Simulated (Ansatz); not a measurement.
# Bi in Ansatz: reference runs

Reference runs on Bi: the cell as given.

Everything below comes from runs of Ansatz 0.2.0. Logs are shortened: lines on timing, memory, paths and dates and some standing lists are left out, and cuts for length are marked.

### Step 1. The cell of the first run

The cell holds a slab with vacuum, 8 atoms: a = 4.546 Å, b = 4.746 Å, c = 25.052 Å, α = 90.00°, β = 90.00°, γ = 90.00°.

### Step 2. Single point, PBE (the (0 1 2) slab of Bi, cut from the database cell, not relaxed)

Input file input.yaml:

```yaml
crystal:
  lattice:
    - [4.5459993568, 0.0, 0.0]
    - [0.0, 4.7458212549, 0.0]
    - [0.0, 0.0, 25.0516281072]
  atoms:
    - { symbol: Bi, position: [0.5, 0.0282795456, 0.2993817395] }
    - { symbol: Bi, position: [0.0, 0.5953756594, 0.3078190662] }
    - { symbol: Bi, position: [0.0, 0.5694979473, 0.4303148043] }
    - { symbol: Bi, position: [0.5, 0.1365940611, 0.438752131] }
    - { symbol: Bi, position: [0.5, 0.110716349, 0.561247869] }
    - { symbol: Bi, position: [0.0, 0.6778124628, 0.5696851957] }
    - { symbol: Bi, position: [0.0, 0.6519347507, 0.6921809338] }
    - { symbol: Bi, position: [0.5, 0.2190308645, 0.7006182605] }
hamiltonian:
  xc: pbe
  pseudopotentials: { kind: paw }
kpoints:
  mp_grid: { grid: [6, 6, 1] }
scf:
  occupations: { method: fermi_dirac, width: 0.05 }
output:
  forces: true
  eigenvalues: true
  write_density: true
  write_potential: true
  elf: true
  volumetric_format: npy
efield:
  axis: 3
  dipole_correction: true
  ramp_width: 0.04
```

Potentials or basis: Ansatz PAW.

Started as:

```console
$ ansatz run input.yaml --threads 4 --pin off --max-ram 11264MiB --backend cpu --events-out ev --progress --plain --runs-dir out
```

Output:

```text
Warning: RAYON_NUM_THREADS=4 ignored (pool sized by the plan → 4); use --threads N
Engine: ansatz 0.2.0, aarch64-unknown-linux-gnu
Pseudopotentials: kind: paw
Pseudopotential: Bi, paw, valence charge 15, recommended cutoff 420 eV (normal), Bi.paw.azcp
Functional definition: PBE
  parameter kappa = 0.804
  parameter beta = 0.06672455060314922
  exchange = pbe_x(kappa = kappa, mu = beta*pi^2/3)
  correlation = pbe_c(beta = beta)
Crystal: 8 atoms, lattice volume = 540.476 Å³
Basis set: ecut = 420 eV, 10535 PW (Γ), exchange–correlation on 64×64×360 points (8 copies of the dense FFT grid, shifted against one another)
Bands: 72, of which v1, the nominal top of the filled ones, is band 60 counted from 1 (59 counted from 0)
Symmetry: 2 space group operations
k-points: 16 of 36 (time reversal used)
Non-local potential: Bi, projectors of the file, l = 0: 2, l = 1: 2, l = 2: 2, l = 3: 2
PAW form: soft (Blöchl's): semilocal exchange-correlation on the pseudo side does not see the compensation charge
PAW one-centre angular grid: Bi, 590 points (default); XC on 64 Gauss nodes
Initial density: superposition of atomic densities (neutral atoms: chi_scale 0, normalization atom), corrected by the library's trained network
Initial wavefunctions: pseudopotential atomic-orbital guess
Functional: x = pbe(κ = 0.804, μ = 0.2195149727645171), c = pbe(β = 0.06672455060314922)
SCF iter   1: F=—  HF=-99171.465324 eV  |F-HF|=—  |Δ(HF+E_count)|=         —  Δρ=1.46e-3  dr2=3.32e-2  ethr=1.77e-3  p=-0.000 e·Å  D=-2.14e-14 V/Å  ΔV_dip=0.00 eV  dr2_dipole=5.00e-8  V_vac-E_F(+/−)=4.40/4.40 eV  ⟨swp⟩=7.9  Hψ=4764  notcnv=0  defer=13
efield: sawtooth ramp at fractional position 0.9800 (placed from the atoms, in the widest stretch of the axis that holds none; the zero of the levels goes with the place), width 0.0400; the density the first Hamiltonian is built on has a dipole p = -0.000 e·Å; the dipole correction subtracts the counter field D = -2.14e-14 V/Å, which shifts the + side's vacuum level by +0.00 eV against the − side's; the planar-averaged density in the ramp window peaks in size at 5.8e-5 e/Å³
preconditioner: auto → LDOS  [insulator: Δε(μ)=0.122 eV  Ē_g=19.389 eV  σ=0.050 eV  W_gap=0.50  n_scr=96 (ndim 8)  ℏωp=17.5 eV  f_vac=0.447  D(μ)=2.00/eV (n_scr^D=6)  ε∞_Penn≈1.8  β→1.0]
SCF iter   2: F=—  HF=-99171.467691 eV  |F-HF|=—  |Δ(HF+E_count)|=   2.37e-3  Δρ=1.01e-3  dr2=1.93e-2  ethr=2.77e-5  p=-0.000 e·Å  D=-1.17e-5 V/Å  ΔV_dip=0.00 eV  dr2_dipole=3.39e-7  V_vac-E_F(+/−)=4.21/4.21 eV  ⟨swp⟩=2.5  Hψ=2456  notcnv=0  defer=59
SCF iter   3: F=—  HF=-99171.464326 eV  |F-HF|=—  |Δ(HF+E_count)|=   3.36e-3  Δρ=4.32e-4  dr2=3.94e-3  ethr=1.61e-5  p=-0.000 e·Å  D=-5.19e-6 V/Å  ΔV_dip=0.00 eV  dr2_dipole=1.41e-8  V_vac-E_F(+/−)=4.22/4.22 eV  ⟨swp⟩=2.0  Hψ=2184  notcnv=0  defer=59
SCF iter   4: F=—  HF=-99171.463686 eV  |F-HF|=—  |Δ(HF+E_count)|=   6.40e-4  Δρ=1.25e-4  dr2=2.25e-4  ethr=3.29e-6  p=-0.000 e·Å  D=-2.59e-6 V/Å  ΔV_dip=0.00 eV  dr2_dipole=9.45e-9  V_vac-E_F(+/−)=4.21/4.21 eV  ⟨swp⟩=2.9  Hψ=2084  notcnv=0  defer=59
SCF iter   5: F=—  HF=-99171.463653 eV  |F-HF|=—  |Δ(HF+E_count)|=   3.35e-5  Δρ=2.66e-5  dr2=9.32e-6  ethr=1.88e-7  p=-0.000 e·Å  D=-3.42e-7 V/Å  ΔV_dip=0.00 eV  dr2_dipole=8.34e-11  V_vac-E_F(+/−)=4.20/4.20 eV  ⟨swp⟩=2.0  Hψ=2051  notcnv=0  defer=59
SCF iter   6: F=—  HF=-99171.463747 eV  |F-HF|=—  |Δ(HF+E_count)|=   9.43e-5  Δρ=5.92e-6  dr2=2.11e-7  ethr=7.77e-9  p=-0.000 e·Å  D=-1.68e-7 V/Å  ΔV_dip=0.00 eV  dr2_dipole=1.51e-11  V_vac-E_F(+/−)=4.20/4.20 eV  ⟨swp⟩=2.0  Hψ=2088  notcnv=0  defer=52
SCF iter   7: F=-99171.463747 eV  HF=-99171.463747 eV  |F-HF|=1.16e-8  |Δ(HF+E_count)|=   3.93e-7  Δρ=1.98e-6  dr2=3.05e-8  ethr=8.33e-11  p=0.000 e·Å  D=5.93e-8 V/Å  ΔV_dip=-0.00 eV  dr2_dipole=5.88e-12  V_vac-E_F(+/−)=4.20/4.20 eV  ⟨swp⟩=19.1  Hψ=10342  notcnv=0
SCF 1 converged in 7 iterations: F = -99171.463747 eV  dr2 = 3.05e-8
WARN: The output density's exchange-correlation potential varies sharply where the density is thin. Do not read a vacuum level from v_tot or v_xc, or from such a field of the output density. On a cell that repeats whose density bears no net charge and no dipole along the vacuum's axis use v_es (v_loc + v_h of the components); under efield.dipole_correction with no amplitude use v_es + v_field, which holds any external_charges[].barrier, or the levels of the report's work_function block, which leave it out; under a non-zero efield.amplitude the vacuum is tilted and has no level; on a cell that repeats and bears such a dipole with no correction it is tilted too, and efield.dipole_correction with no amplitude gives each side of its ramp a level where efield: is served; in a cell that repeats whose density bears a net charge (total_charge, or a fill off its count) it is curved and has none; of a slab under crystal.periodic whose density bears no net charge use v_es, which has a level on each side, short of where the two are joined; of another it falls or rises all the way out and has none; of a slab beside external_charges read slab_vacuum_level instead, which it has where they leave it neutral. The grid or the basis barely resolves most such structure, and the values can differ between equally converged runs; as a rule a tighter scf.convergence.dr2_threshold does not remove it. Where the density itself ripples (under the LDA too) a higher basis.ecutwfc lessens it. The files hold the spikes' plane waves up to the density's cutoff. Files: v_tot_of_output_density and the like, and their columns of v_z.tsv (output.write_potential); v_xc_of_output_density and the like, and their columns of v_comp_z.tsv (output.write_potential_components). Measured: with its Gaussian average of σ = 0.25 Å subtracted twice, the exchange-correlation potential is over 0.1 eV at 1675 of the grid points where the equally averaged density (valence and model cores) is under 1e-3 e/Å³, and 0.704 eV at the most among them, at an averaged density of 6.2e-8 e/Å³. The input density's (outcome.potential() and, of a run that writes arrays, v_tot and v_xc) is over 0.1 eV, so measured, at 6 points of its own thin density, 0.111 eV at the most. See output.write_potential in the manual, Limitations
SCF converged after 7 iterations
Free energy (F): -99171.463747 eV
Harris-Foulkes:  -99171.463747 eV  (|F-HF|=1.16e-8)
Internal energy: -99171.443469 eV  (E = F + TS)
E sigma→0 (E₀):  -99171.453608 eV
Entropy (-TS):   -0.020278 eV (-2.535 meV/atom)
Fermi energy:    2.985793 eV
Dipole field:    D = -0.000002 V/Å  (p = -0.000006 e·Å, saw-weighted, corrected)
Work function:   Φ+ = 4.2021 eV   Φ− = 4.2021 eV
Levels:          The Fermi level and band energies are counted from a zero that moves with the ramp; work functions are not
--- Per-component energies (eV) ---
  E_band       = -1659.811988
  E_kinetic    = 2416.625170
  E_local      = -72751.016028  (includes V_loc(G=0)·N_el)
  E_nonlocal   = 4475.459720
  E_hartree    = 33818.802949
  E_xc         = -1206.684016
  E_vxc        = -1149.282157  (∫ρ·V_xc dr)
  E_paw        = -85306.008145  (= ΣΔE_a)
  E_vpaw       = -2289.199267  (= ΣTr[D̂ρ^β])
  E_aug_tail   = -0.003486  (compensation charges beyond the density's cutoff)
  E_efield     = 0.000000  (sawtooth field / dipole correction)
  E_vefield    = 0.000000  (∫n·V_field dr)
  E_ewald      = 19381.380366
  E_smearing   = -0.020278  (= −TS)
  E_closure    = 0.000000  (closes the sum)
  Σ components = -99171.463747   (vs F -99171.463747, Δ=0.00e0)
--- Forces (eV/Å), atoms counted from 1 ---
  atom   1  Bi     0.00000000    -0.13504696     0.39608597
  atom   2  Bi    -0.00000000     0.17469640    -0.15171517
  atom   3  Bi     0.00000000     0.05354248     0.17773043
  atom   4  Bi    -0.00000000    -0.05605984    -0.89006585
  atom   5  Bi     0.00000000     0.05605980     0.89006582
  atom   6  Bi    -0.00000000    -0.05354251    -0.17773092
  atom   7  Bi     0.00000000    -0.17469645     0.15171520
  atom   8  Bi    -0.00000000     0.13504656    -0.39608479
  max |Σ_I F_I| component: 6.82e-7 eV/Å
--- Band table (eV; the first three rows and the last of 16) ---
  k-point 0: bands = ["-19.8768", "-19.8700", "-19.8509", "-19.7601", "-19.7385", "-19.7382", "-19.7358", "-19.7296", "-19.7187", "-19.7182", "-19.7033", "-19.6675", "-19.6584", "-19.6275", "-19.6209", "-19.5988", "-19.5979", "-19.5818", "-19.5767", "-19.5659", "-19.5541", "-19.5441", "-19.5436", "-19.5415", "-19.5393", "-19.5328", "-19.5320", "-19.5151", "-19.4501", "-19.4486", "-19.4466", "-19.4459", "-19.4191", "-19.4165", "-19.4069", "-19.3995", "-19.3994", "-19.3870", "-19.2823", "-19.2823", "-9.8243", "-9.3683", "-8.7958", "-8.3283", "-6.1654", "-5.6401", "-5.0335", "-4.5569", "-1.0829", "0.0210", "0.3489", "0.4505", "0.6147", "0.7980", "1.2121", "1.3285", "1.5091", "1.7294", "2.1141", "2.5680", "3.7510", "4.6037", "5.5613", "5.7893", "5.9625", "6.0442", "6.2031", "6.2381", "6.5975", "6.7791", "6.9740", "7.3862"]
  k-point 1: bands = ["-19.8591", "-19.8526", "-19.8436", "-19.7584", "-19.7271", "-19.7225", "-19.7220", "-19.7212", "-19.7209", "-19.7131", "-19.6991", "-19.6666", "-19.6558", "-19.6317", "-19.6223", "-19.5920", "-19.5905", "-19.5848", "-19.5797", "-19.5668", "-19.5461", "-19.5456", "-19.5425", "-19.5413", "-19.5377", "-19.5354", "-19.5290", "-19.5129", "-19.4544", "-19.4524", "-19.4495", "-19.4489", "-19.4390", "-19.4361", "-19.4143", "-19.4068", "-19.4040", "-19.3934", "-19.3023", "-19.3023", "-9.6773", "-9.2283", "-8.6680", "-8.2196", "-6.4586", "-5.9677", "-5.3908", "-4.9307", "-0.9724", "0.2430", "0.5634", "0.6516", "1.0088", "1.0106", "1.4818", "1.5336", "1.8429", "1.9259", "1.9332", "2.5552", "3.5400", "4.6494", "5.1071", "5.5066", "5.5138", "5.6358", "5.8761", "6.0046", "6.0839", "6.5857", "6.7956", "7.0433"]
  k-point 2: bands = ["-19.8248", "-19.8170", "-19.8116", "-19.7627", "-19.7245", "-19.7073", "-19.7058", "-19.7040", "-19.6894", "-19.6812", "-19.6790", "-19.6663", "-19.6503", "-19.6402", "-19.6224", "-19.5961", "-19.5868", "-19.5751", "-19.5723", "-19.5693", "-19.5591", "-19.5516", "-19.5361", "-19.5347", "-19.5344", "-19.5334", "-19.5125", "-19.5024", "-19.4854", "-19.4827", "-19.4615", "-19.4599", "-19.4544", "-19.4541", "-19.4299", "-19.4231", "-19.4175", "-19.4116", "-19.3483", "-19.3483", "-9.2603", "-8.8499", "-8.3703", "-8.0476", "-6.9561", "-6.6113", "-6.1588", "-5.7479", "-0.5514", "0.7411", "1.0929", "1.1707", "1.3797", "1.5892", "1.7710", "2.0633", "2.1424", "2.3727", "2.5667", "2.7550", "3.2168", "3.7397", "4.2632", "4.3445", "4.4937", "4.6983", "5.0128", "5.1891", "5.2690", "5.3227", "5.6047", "7.0430"]
  k-point 15: bands = ["-19.8585", "-19.8304", "-19.8020", "-19.7497", "-19.7263", "-19.7231", "-19.6832", "-19.6767", "-19.6652", "-19.6578", "-19.6410", "-19.6408", "-19.6304", "-19.6240", "-19.6236", "-19.6199", "-19.6140", "-19.6100", "-19.5925", "-19.5780", "-19.5682", "-19.5547", "-19.5499", "-19.5474", "-19.5418", "-19.5339", "-19.5138", "-19.5046", "-19.4988", "-19.4726", "-19.4723", "-19.4636", "-19.4412", "-19.4409", "-19.4393", "-19.4372", "-19.3776", "-19.3730", "-19.3727", "-19.3637", "-8.0466", "-8.0392", "-7.8200", "-7.2557", "-7.0361", "-6.7899", "-6.5464", "-6.4688", "-1.4458", "-1.4447", "-1.0349", "-1.0302", "-0.4886", "-0.4859", "-0.0461", "-0.0316", "0.6705", "0.7586", "1.9338", "2.4771", "3.7887", "4.6473", "5.6393", "5.7149", "6.8254", "6.9217", "7.1652", "7.2035", "8.3090", "8.3530", "8.5437", "8.5664"]
```

Wall time 23 s (4 threads of Arm Neoverse V1, shared host); peak memory 1.2 GiB.

What came out:

| Property | Result |
| --- | --- |
| Free energy | -99171.4637 eV |
| Largest force | 0.892 eV/Å |
| Work function of the upper face | 4.20 eV |
| Work function of the lower face | 4.20 eV |
| Dipole across the slab | 0.000 e·Å |

Forces on the atoms (eV/Å):
```
Bi   0.000 -0.135  0.396
Bi   0.000  0.175 -0.152
Bi   0.000  0.054  0.178
Bi   0.000 -0.056 -0.890
Bi   0.000  0.056  0.890
Bi   0.000 -0.054 -0.178
Bi   0.000 -0.175  0.152
Bi   0.000  0.135 -0.396
```

Caveat: spin-orbit coupling is left out, which moves the levels of the heavy elements.
